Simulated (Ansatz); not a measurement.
**Ytterbium, dhcp under LDA: structure, energy and stiffness**

The plan for ytterbium in the dhcp structure: relax it, solve it on a dense k-mesh, then scale the cell to 7 volumes from 88 to 112 % of the relaxed one and try a fit of the equation of state. Spin polarisation is left out. The k-meshes are 9×9×3 for the relaxation; 14×14×4 for the dense run; 12×12×3 for the volumes.

Computed with Ansatz 0.2.0 (DFT LDA (PW92), plane waves (420 eV) with PAW, scalar-relativistic; PAW files made under PBE, frozen cores solved again for the functional, unless a step says otherwise).

## Step 1: Starting point

Symmetry: P6_3/mmc, No. 194, hexagonal system. The conventional cell has a = 3.879 Å, b = 3.879 Å, c = 12.670 Å, α = 90.00°, β = 90.00°, γ = 120.00°. Yb (site symmetry -3m) is surrounded by 12 Yb at 3.88 Å. Yb (site symmetry -6m2) has 12 Yb at 3.88 Å as nearest neighbours.

Structure file:

```
CELL_PARAMETERS angstrom
3.87932 0.00000 0.00000
-1.93966 3.35959 0.00000
0.00000 0.00000 12.66987
ATOMIC_POSITIONS crystal
Yb 0.00000 0.00000 0.00000
Yb 0.00000 0.00000 0.50000
Yb 0.33333 0.66667 0.25000
Yb 0.66667 0.33333 0.75000
```

## Step 2: Geometry optimisation

The input, input.yaml:

```yaml
crystal:
  lattice:
    - [3.8793238081, 0.0, 0.0]
    - [-1.939661904, 3.3595929673, 0.0]
    - [0.0, 0.0, 12.6698715572]
  atoms:
    - { symbol: Yb, position: [0.0, 0.0, 0.0] }
    - { symbol: Yb, position: [0.0, 0.0, 0.5] }
    - { symbol: Yb, position: [0.3333333333, 0.6666666667, 0.25] }
    - { symbol: Yb, position: [0.6666666667, 0.3333333333, 0.75] }
hamiltonian:
  xc: lda
  pseudopotentials:
    kind: paw
    azcp:
      Yb: "pseudopotentials/Yb.paw.azcp"
basis:
  ecutwfc: 420
  fft_grid_basis: typed
kpoints:
  mp_grid: { grid: [9, 9, 3], shift: [0, 0, 0] }
magnetization:
  spin_polarized: false
scf:
  occupations: { method: fermi_dirac, width: 0.1 }
relax:
  max_steps: 60
  f_tol: 0.01
  cell: {}
```

The runs that follow: Dense single point; Equation of state: 88 %; Equation of state: 92 %; Equation of state: 96 %; Equation of state: 100 %; Equation of state: 104 %; Equation of state: 108 %; Equation of state: 112 %.

Q: Predict the outcome of this session. Wanted: space group; conventional cell; volume; shortest distance; gap on the mesh; relative to fcc; V₀, B₀, B₀′.

As calculated:

```
                      quantity                                    value
space group (spins left aside)                       P6_3/mmc (No. 194)
             conventional cell  a = 3.476 Å, c = 11.340 Å (c/a = 3.263)
                        volume                           29.659 Å³/atom
             shortest distance                                  3.473 Å
               gap on the mesh             none (levels filled in part)
               relative to fcc                              +7 meV/atom
                   V₀, B₀, B₀′              29.566 Å³/atom, 24 GPa, 3.6
```

**Reading.** From the guessed start the volume shrank by 28.2 % in 8 steps. It lies 7 meV/atom above the element's reference form at the same level (fcc, from a run of its own). No gap shows: it is a metal or semimetal at this level. B₀ comes out at 24 GPa; letting shape and positions relax at each volume could only lower it. The symmetry was held, so the structure may be unstable against distortions that break it.
